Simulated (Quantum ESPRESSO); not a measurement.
# WSe in Quantum ESPRESSO: settings compared

Aim: see how the results for WSe move with the level of theory and the settings. Levels: AM05, rev-vdW-DF2. Tasks: work function.

All numbers are computed with Quantum ESPRESSO 7.5; they aren't measurements. Logs are shortened: lines on timing, memory, paths and dates and some standing lists are left out, and cuts for length are marked.

### Step 1. Starting point

The cell holds a slab with vacuum, 4 atoms: a = 3.318 Å, b = 3.318 Å, c = 31.658 Å, α = 90.00°, β = 90.00°, γ = 120.00°.

### Step 2. Work function, AM05

Contents of pw.in:

```
&CONTROL
  calculation = 'scf'
  prefix = 'pwscf'
  outdir = './tmp'
  pseudo_dir = './pseudo'
  tprnfor = .true.
  disk_io = 'low'
/
&SYSTEM
  ibrav = 0
  celldm(1) = 8
  nat = 4
  ntyp = 2
  ecutwfc = 75
  nbnd = 45
  input_dft = 'XC-000I-000I-120L-135L-000I-000I'
  occupations = 'smearing'
  smearing = 'fd'
  degauss = 0.00367493
/
&ELECTRONS
  conv_thr = 4d-09
  electron_maxstep = 150
  mixing_beta = 0.3
  mixing_mode = 'local-TF'
/
ATOMIC_SPECIES
W    183.8400 W_ONCV_PBE-1.2.upf
Se    78.9710 Se_ONCV_PBE-1.2.upf
CELL_PARAMETERS alat
  0.7837491686898  -0.0000000000000   0.0000000000000
 -0.3918745843382   0.6787466902900   0.0000000000000
  0.0000000000000   0.0000000000000   7.4781523485247
ATOMIC_POSITIONS crystal
W      0.0000000000    0.0000000000    0.2369058772
Se     0.3333333300    0.6666666600    0.2894123711
Se     0.3333333300    0.6666666600    0.7105876289
W      0.0000000000    0.0000000000    0.7630941228
K_POINTS automatic
4 4 1 0 0 0
```

Contents of pp_density.in:

```
&INPUTPP
  prefix = 'pwscf'
  outdir = './tmp'
  filplot = 'density.dat'
  plot_num = 0
/
&PLOT
  nfile = 1
  filepp(1) = 'density.dat'
  iflag = 3
  output_format = 6
  fileout = 'density.cube'
/
```

Contents of pp_potential.in:

```
&INPUTPP
  prefix = 'pwscf'
  outdir = './tmp'
  filplot = 'potential.dat'
  plot_num = 11
/
&PLOT
  nfile = 1
  filepp(1) = 'potential.dat'
  iflag = 3
  output_format = 6
  fileout = 'potential.cube'
/
```

Contents of pp_elf.in:

```
&INPUTPP
  prefix = 'pwscf'
  outdir = './tmp'
  filplot = 'elf.dat'
  plot_num = 8
/
&PLOT
  nfile = 1
  filepp(1) = 'elf.dat'
  iflag = 3
  output_format = 6
  fileout = 'elf.cube'
/
```

Potentials or basis: SG15 PBE 1.2.

Launch:

```bash
OMP_NUM_THREADS=1 mpirun -n 2 pw.x -in pw.in > pw.out
OMP_NUM_THREADS=1 mpirun -n 1 pp.x -in pp_density.in > pp_density.out
OMP_NUM_THREADS=1 mpirun -n 1 pp.x -in pp_potential.in > pp_potential.out
OMP_NUM_THREADS=1 mpirun -n 1 pp.x -in pp_elf.in > pp_elf.out
```

pw.out:

```text
This program is part of the open-source Quantum ESPRESSO suite
     for quantum simulation of materials; please cite
         "P. Giannozzi et al., J. Phys.:Condens. Matter 21 395502 (2009);
         "P. Giannozzi et al., J. Phys.:Condens. Matter 29 465901 (2017);
         "P. Giannozzi et al., J. Chem. Phys. 152 154105 (2020);
     in publications or presentations arising from this work. More details at

     IMPORTANT: XC functional enforced from input :
     Exchange-correlation= XC-000I-000I-120L-135L-000I-000I
                           (   0   0 120 135   0   0   0)
     Any further DFT definition will be discarded
     Please, verify this is what you really want

     Message from routine setup:
     using ibrav=0 with symmetry is DISCOURAGED, use correct ibrav instead

     Subspace diagonalization in iterative solution of the eigenvalue problem:
     a serial algorithm will be used

     --------------------
     sticks:   dense  smooth     PW     G-vecs:    dense   smooth      PW
     Min         408     408    117                89442    89442   13545
     Max         409     409    118                89447    89447   13552
     Sum         817     817    235               178889   178889   27097

     Using Slab Decomposition

     bravais-lattice index     =            0
     lattice parameter (alat)  =       8.0000  a.u.
     unit-cell volume          =    2036.8033 (a.u.)^3
     number of atoms/cell      =            4
     number of atomic types    =            2
     number of electrons       =        68.00
     number of Kohn-Sham states=           45
     kinetic-energy cutoff     =      75.0000  Ry
     charge density cutoff     =     300.0000  Ry
     scf convergence threshold =      4.0E-09
     mixing beta               =       0.3000
     number of iterations used =            8  local-TF  mixing
     Exchange-correlation= XC-000I-000I-120L-135L-000I-000I
                           (   0   0 120 135   0   0   0)

     celldm(1)=   8.000000  celldm(2)=   0.000000  celldm(3)=   0.000000
     celldm(4)=   0.000000  celldm(5)=   0.000000  celldm(6)=   0.000000

     crystal axes: (cart. coord. in units of alat)
               a(1) = (   0.783749  -0.000000   0.000000 )
               a(2) = (  -0.391875   0.678747   0.000000 )
               a(3) = (   0.000000   0.000000   7.478152 )

     reciprocal axes: (cart. coord. in units 2 pi/alat)
               b(1) = (  1.275918  0.736652 -0.000000 )
               b(2) = (  0.000000  1.473304 -0.000000 )
               b(3) = ( -0.000000 -0.000000  0.133723 )

     PseudoPot. # 1 for W  read from file:
     W_ONCV_PBE-1.2.upf
     Pseudo is Norm-conserving, Zval = 28.0
     Generated using ONCVPSP code by D. R. Hamann
     Using radial grid of  602 points,  8 beta functions with:
                l(1) =   0
                l(2) =   0
                l(3) =   1
                l(4) =   1
                l(5) =   2
                l(6) =   2
                l(7) =   3
                l(8) =   3

     PseudoPot. # 2 for Se read from file:
     Se_ONCV_PBE-1.2.upf
     Pseudo is Norm-conserving, Zval =  6.0
     Generated using ONCVPSP code by D. R. Hamann
     Using radial grid of  602 points,  6 beta functions with:
                l(1) =   0
                l(2) =   0
                l(3) =   1
                l(4) =   1
                l(5) =   2
                l(6) =   2

     atomic species   valence    mass     pseudopotential
     W                28.00   183.84000     W ( 1.00)
     Se                6.00    78.97100     Se( 1.00)

     12 Sym. Ops. (no inversion) found

   Cartesian axes

     site n.     atom                  positions (alat units)
         1        W      tau(   1) = (   0.0000000   0.0000000   1.7716182  )
         2        Se     tau(   2) = (   0.0000000   0.4524978   2.1642698  )
         3        Se     tau(   3) = (   0.0000000   0.4524978   5.3138825  )
         4        W      tau(   4) = (   0.0000000   0.0000000   5.7065341  )

     number of k points=     4  Fermi-Dirac smearing, width (Ry)=  0.0037
                       cart. coord. in units 2pi/alat
        k(    1) = (   0.0000000   0.0000000   0.0000000), wk =   0.1250000
        k(    2) = (   0.0000000   0.3683259   0.0000000), wk =   0.7500000
        k(    3) = (   0.0000000  -0.7366518   0.0000000), wk =   0.3750000
        k(    4) = (   0.3189796   0.5524889   0.0000000), wk =   0.7500000

     Dense  grid:   178889 G-vectors     FFT dimensions: (  36,  36, 360)

     WARNING: libxc functional with ID  120 depends
      on external parameters: check the user_guide of
      QE if you need to modify them or to check their
      default values.

     WARNING: libxc functional with ID  135 depends
      on external parameters: check the user_guide of
      QE if you need to modify them or to check their
      default values.

     Initial potential from superposition of free atoms

     starting charge      67.8301, renormalised to      68.0000

     negative rho (up, down):  7.318E-04 0.000E+00
     Starting wfcs are random

     Self-consistent Calculation

     iteration #  1     ecut=    75.00 Ry     beta= 0.30
     Davidson diagonalization with overlap
     ethr =  1.00E-02,  avg # of iterations = 14.2

     Threshold (ethr) on eigenvalues was too large:
     Diagonalizing with lowered threshold

     Davidson diagonalization with overlap
     ethr =  5.64E-04,  avg # of iterations =  2.0

     negative rho (up, down):  7.015E-04 0.000E+00

     total energy              =   -1124.24228185 Ry
     estimated scf accuracy    <       0.35367847 Ry

     iteration #  2     ecut=    75.00 Ry     beta= 0.30
     Davidson diagonalization with overlap
     ethr =  5.20E-04,  avg # of iterations =  5.5

     negative rho (up, down):  1.946E-05 0.000E+00

     total energy              =   -1124.18415194 Ry
     estimated scf accuracy    <       0.18218217 Ry

     iteration #  3     ecut=    75.00 Ry     beta= 0.30
     Davidson diagonalization with overlap
     ethr =  2.68E-04,  avg # of iterations =  6.2

     negative rho (up, down):  4.327E-07 0.000E+00

     total energy              =   -1124.20646977 Ry
     estimated scf accuracy    <       0.01332801 Ry

     iteration #  4     ecut=    75.00 Ry     beta= 0.30
     Davidson diagonalization with overlap
     ethr =  1.96E-05,  avg # of iterations =  6.8

     total energy              =   -1124.20600308 Ry
     estimated scf accuracy    <       0.00473907 Ry

     iteration #  5     ecut=    75.00 Ry     beta= 0.30
     Davidson diagonalization with overlap
     ethr =  6.97E-06,  avg # of iterations =  2.8

     total energy              =   -1124.20643310 Ry
     estimated scf accuracy    <       0.00102265 Ry

     iteration #  6     ecut=    75.00 Ry     beta= 0.30
     Davidson diagonalization with overlap
     ethr =  1.50E-06,  avg # of iterations =  3.8

     total energy              =   -1124.20633043 Ry
     estimated scf accuracy    <       0.00053502 Ry

     iteration #  7     ecut=    75.00 Ry     beta= 0.30
     Davidson diagonalization with overlap
     ethr =  7.87E-07,  avg # of iterations =  2.0

     total energy              =   -1124.20634241 Ry
     estimated scf accuracy    <       0.00023015 Ry

     iteration #  8     ecut=    75.00 Ry     beta= 0.30
     Davidson diagonalization with overlap
     ethr =  3.38E-07,  avg # of iterations =  1.5

     total energy              =   -1124.20632965 Ry
     estimated scf accuracy    <       0.00013730 Ry

     iteration #  9     ecut=    75.00 Ry     beta= 0.30
     Davidson diagonalization with overlap
     ethr =  2.02E-07,  avg # of iterations =  5.2

     total energy              =   -1124.20634857 Ry
     estimated scf accuracy    <       0.00004857 Ry

     iteration # 10     ecut=    75.00 Ry     beta= 0.30
     Davidson diagonalization with overlap
     ethr =  7.14E-08,  avg # of iterations =  3.8

     total energy              =   -1124.20636178 Ry
     estimated scf accuracy    <       0.00001444 Ry

     iteration # 11     ecut=    75.00 Ry     beta= 0.30
     Davidson diagonalization with overlap
     ethr =  2.12E-08,  avg # of iterations =  4.2

     negative rho (up, down):  1.040E-04 0.000E+00

     total energy              =   -1124.20637259 Ry
     estimated scf accuracy    <       0.00000650 Ry

     iteration # 12     ecut=    75.00 Ry     beta= 0.30
     Davidson diagonalization with overlap
     ethr =  9.56E-09,  avg # of iterations =  5.5

     negative rho (up, down):  9.717E-05 0.000E+00

     total energy              =   -1124.20637371 Ry
     estimated scf accuracy    <       0.00000057 Ry

     iteration # 13     ecut=    75.00 Ry     beta= 0.30
     Davidson diagonalization with overlap
     ethr =  8.32E-10,  avg # of iterations =  1.5

     negative rho (up, down):  5.067E-05 0.000E+00

     total energy              =   -1124.20637470 Ry
     estimated scf accuracy    <       0.00000033 Ry

     iteration # 14     ecut=    75.00 Ry     beta= 0.30
     Davidson diagonalization with overlap
     ethr =  4.87E-10,  avg # of iterations =  3.5

     negative rho (up, down):  6.985E-05 0.000E+00

     total energy              =   -1124.20637399 Ry
     estimated scf accuracy    <       0.00000014 Ry

     iteration # 15     ecut=    75.00 Ry     beta= 0.30
     Davidson diagonalization with overlap
     ethr =  2.08E-10,  avg # of iterations =  3.8

     negative rho (up, down):  4.256E-05 0.000E+00

     total energy              =   -1124.20637444 Ry
     estimated scf accuracy    <       0.00000004 Ry

     iteration # 16     ecut=    75.00 Ry     beta= 0.30
     Davidson diagonalization with overlap
     ethr =  6.19E-11,  avg # of iterations =  2.5

     total energy              =   -1124.20637458 Ry
     estimated scf accuracy    <       0.00000004 Ry

     iteration # 17     ecut=    75.00 Ry     beta= 0.30
     Davidson diagonalization with overlap
     ethr =  6.05E-11,  avg # of iterations =  4.0

     End of self-consistent calculation

          k = 0.0000 0.0000 0.0000 ( 22443 PWs)   bands (ev):

   -73.1253 -73.1253 -37.1886 -37.1886 -36.9903 -36.9903 -36.9903 -36.9903
   -26.9567 -26.9567 -26.9316 -26.9316 -26.9316 -26.9316 -26.8897 -26.8897
   -26.8897 -26.8897 -26.8673 -26.8673 -26.8585 -26.8585 -13.1314 -13.1314
    -4.4796  -4.4796  -0.6667  -0.6667  -0.6667  -0.6667   0.6692   0.6692
     0.8108   0.8108   1.6743   1.6743   1.6743   1.6743   4.4377   4.4377
     4.4378   4.4378   5.5510   5.7637   5.7729

          k = 0.0000 0.3683 0.0000 ( 22421 PWs)   bands (ev):

   -73.1212 -73.1212 -37.1738 -37.1738 -37.0850 -37.0850 -37.0134 -37.0134
   -26.9554 -26.9554 -26.9336 -26.9336 -26.9321 -26.9321 -26.8899 -26.8899
   -26.8883 -26.8883 -26.8644 -26.8644 -26.8622 -26.8622 -12.4837 -12.4837
    -3.4212  -3.4212  -2.8989  -2.8989  -0.8324  -0.8324   0.3393   0.3393
     0.5217   0.5217   2.0900   2.0900   2.1224   2.1224   4.3544   4.3552
     4.6171   4.6171   6.7041   6.9385   6.9392

          k = 0.0000-0.7367 0.0000 ( 22350 PWs)   bands (ev):

   -73.1170 -73.1170 -37.1796 -37.1796 -37.1576 -37.1576 -37.0364 -37.0364
   -26.9540 -26.9540 -26.9354 -26.9354 -26.9327 -26.9327 -26.8901 -26.8901
   -26.8870 -26.8870 -26.8658 -26.8658 -26.8614 -26.8614 -11.6465 -11.6465
    -4.8121  -4.8121  -2.4947  -2.4947  -1.2266  -1.2266  -0.0895  -0.0895
     1.3505   1.3505   2.6196   2.6196   3.6328   3.6328   4.2458   4.2458
     5.4105   5.4105   6.5604   6.5606   7.9503

          k = 0.3190 0.5525 0.0000 ( 22299 PWs)   bands (ev):

   -73.1170 -73.1170 -37.1590 -37.1590 -37.1431 -37.1431 -37.0721 -37.0721
   -26.9540 -26.9540 -26.9348 -26.9348 -26.9333 -26.9333 -26.8894 -26.8894
   -26.8877 -26.8877 -26.8659 -26.8659 -26.8614 -26.8614 -11.6681 -11.6681
    -4.0400  -4.0400  -2.6130  -2.6130  -2.2184  -2.2184   0.2417   0.2417
     0.6764   0.6764   2.6020   2.6020   3.2323   3.2323   4.2054   4.2054
     5.7039   5.7040   7.7952   7.8022   8.7365

     the Fermi energy is     1.5229 ev

!    total energy              =   -1124.20637483 Ry
     estimated scf accuracy    <          3.7E-09 Ry
     smearing contrib. (-TS)   =      -0.00072397 Ry
     internal energy E=F+TS    =   -1124.20565086 Ry

     The total energy is F=E-TS. E is the sum of the following terms:
     one-electron contribution =   -3410.22911260 Ry
     hartree contribution      =    1707.42920903 Ry
     xc contribution           =     -91.43265760 Ry
     ewald contribution        =     670.02691031 Ry

     convergence has been achieved in  17 iterations

     Forces acting on atoms (cartesian axes, Ry/au):

     atom    1 type  1   force =     0.00000000    0.00000000    0.02964289
     atom    2 type  2   force =     0.00000000    0.00000000   -0.02970462
     atom    3 type  2   force =     0.00000000   -0.00000000    0.02970462
     atom    4 type  1   force =     0.00000000   -0.00000000   -0.02964289

     Total force =     0.059348     Total SCF correction =     0.000020

=------------------------------------------------------------------------------=
   JOB DONE.
=------------------------------------------------------------------------------=
```

Wall time 1.7 min (2 MPI ranks of Arm Neoverse V1, shared host); peak memory 0.4 GiB.

What came out:

* Free energy: -15295.6069 eV
* Largest force: 0.764 eV/Å
* Ionisation potential of the upper face: 4.68 eV
* Electron affinity of the upper face: 4.36 eV

Forces on the atoms (eV/Å):
```
W    0.000  0.000  0.762
Se   0.000  0.000 -0.764
Se   0.000  0.000  0.764
W    0.000  0.000 -0.762
```

Caveat: the k mesh is coarse (spacing up to 0.55 Å⁻¹), so the values aren't converged; the potentials were made for another functional, which shifts forces and pressure; ionisation potential and electron affinity come from Kohn-Sham levels, which understate the gap. Spin-orbit coupling is left out, which matters for the levels of W.

### Step 3. Work function, rev-vdW-DF2

Edit pw.in of step 2 so:

```diff
@@ -15,3 +15,3 @@
   nbnd = 45
-  input_dft = 'XC-000I-000I-120L-135L-000I-000I'
+  input_dft = 'vdw-df2-b86r'
   occupations = 'smearing'
```

pp_density.in is that of step 2.

pp_potential.in is that of step 2.

pp_elf.in is that of step 2.

Potentials or basis: SG15 PBE 1.2.

Launch:

```bash
OMP_NUM_THREADS=1 mpirun -n 2 pw.x -in pw.in > pw.out
OMP_NUM_THREADS=1 mpirun -n 1 pp.x -in pp_density.in > pp_density.out
OMP_NUM_THREADS=1 mpirun -n 1 pp.x -in pp_potential.in > pp_potential.out
OMP_NUM_THREADS=1 mpirun -n 1 pp.x -in pp_elf.in > pp_elf.out
```

pw.out:

```text
This program is part of the open-source Quantum ESPRESSO suite
     for quantum simulation of materials; please cite
         "P. Giannozzi et al., J. Phys.:Condens. Matter 21 395502 (2009);
         "P. Giannozzi et al., J. Phys.:Condens. Matter 29 465901 (2017);
         "P. Giannozzi et al., J. Chem. Phys. 152 154105 (2020);
     in publications or presentations arising from this work. More details at

     IMPORTANT: XC functional enforced from input :
     Exchange-correlation= VDW-DF2-B86R
                           (   1   4  26   0   2   0   0)
     Any further DFT definition will be discarded
     Please, verify this is what you really want

     Message from routine setup:
     using ibrav=0 with symmetry is DISCOURAGED, use correct ibrav instead

     Subspace diagonalization in iterative solution of the eigenvalue problem:
     a serial algorithm will be used

     --------------------
     sticks:   dense  smooth     PW     G-vecs:    dense   smooth      PW
[... 292 lines left out ...]
     5.2105   5.2105   6.3595   6.3598   7.6803

          k = 0.3190 0.5525 0.0000 ( 22299 PWs)   bands (ev):

   -73.0384 -73.0384 -37.2903 -37.2903 -37.2825 -37.2825 -37.2146 -37.2146
   -27.2126 -27.2126 -27.1979 -27.1979 -27.1965 -27.1965 -27.1609 -27.1609
   -27.1592 -27.1592 -27.1396 -27.1396 -27.1356 -27.1356 -11.9137 -11.9137
    -4.1439  -4.1439  -2.7458  -2.7458  -2.3666  -2.3666   0.0687   0.0687
     0.4888   0.4888   2.3621   2.3621   3.0061   3.0061   3.9762   3.9762
     5.4516   5.4517   7.4860   7.4951   8.3920

     the Fermi energy is     1.3421 ev

!    total energy              =   -1125.53900987 Ry
     estimated scf accuracy    <          1.8E-09 Ry
     smearing contrib. (-TS)   =      -0.00108732 Ry
     internal energy E=F+TS    =   -1125.53792254 Ry

     The total energy is F=E-TS. E is the sum of the following terms:
     one-electron contribution =   -3410.37126459 Ry
     hartree contribution      =    1707.68679742 Ry
     xc contribution           =     -92.88036569 Ry
     ewald contribution        =     670.02691031 Ry

     convergence has been achieved in  17 iterations

     Forces acting on atoms (cartesian axes, Ry/au):

     atom    1 type  1   force =     0.00000000   -0.00000000    0.02093633
     atom    2 type  2   force =     0.00000000    0.00000000   -0.02113131
     atom    3 type  2   force =     0.00000000    0.00000000    0.02113131
     atom    4 type  1   force =    -0.00000000   -0.00000000   -0.02093633

     Total force =     0.042068     Total SCF correction =     0.000102

=------------------------------------------------------------------------------=
   JOB DONE.
=------------------------------------------------------------------------------=
```

pp_density.out:

```text
This program is part of the open-source Quantum ESPRESSO suite
     for quantum simulation of materials; please cite
         "P. Giannozzi et al., J. Phys.:Condens. Matter 21 395502 (2009);
         "P. Giannozzi et al., J. Phys.:Condens. Matter 29 465901 (2017);
         "P. Giannozzi et al., J. Chem. Phys. 152 154105 (2020);
     in publications or presentations arising from this work. More details at

[... 48 lines left out ...]
     Writing data to file  density.dat
     Reading data from file  density.dat

     Writing data to be plotted to file density.cube
     Plot Type: 3D                     Output format: Gaussian cube

=------------------------------------------------------------------------------=
   JOB DONE.
=------------------------------------------------------------------------------=
```

It took 5.3 min on 2 MPI ranks of Arm Neoverse V1, shared host; peak memory 0.66 GiB.

Results:

* Free energy: -15313.7384 eV
* Largest force: 0.543 eV/Å
* Ionisation potential of the upper face: 4.86 eV
* Electron affinity of the upper face: 4.59 eV

Forces on the atoms (eV/Å):
```
W    0.000  0.000  0.538
Se   0.000  0.000 -0.543
Se   0.000  0.000  0.543
W    0.000  0.000 -0.538
```

Levels at points of the mesh, in eV from the Fermi level:
```tsv
k point	band 31	band 32	band 33	band 34	band 35	band 36	band 37	band 38
(0.00, 0.00, 0.00)	-0.89	-0.89	-0.77	-0.77	0.12	0.12	0.12	0.12
(0.00, -0.50, 0.00)	-1.60	-1.60	-0.14	-0.14	1.04	1.04	2.05	2.05
```

Caveat: the k mesh is coarse (spacing up to 0.55 Å⁻¹), so the values aren't converged; the potentials were made for another functional, which shifts forces and pressure; ionisation potential and electron affinity come from Kohn-Sham levels, which understate the gap. Spin-orbit coupling is left out, which matters for the levels of W.
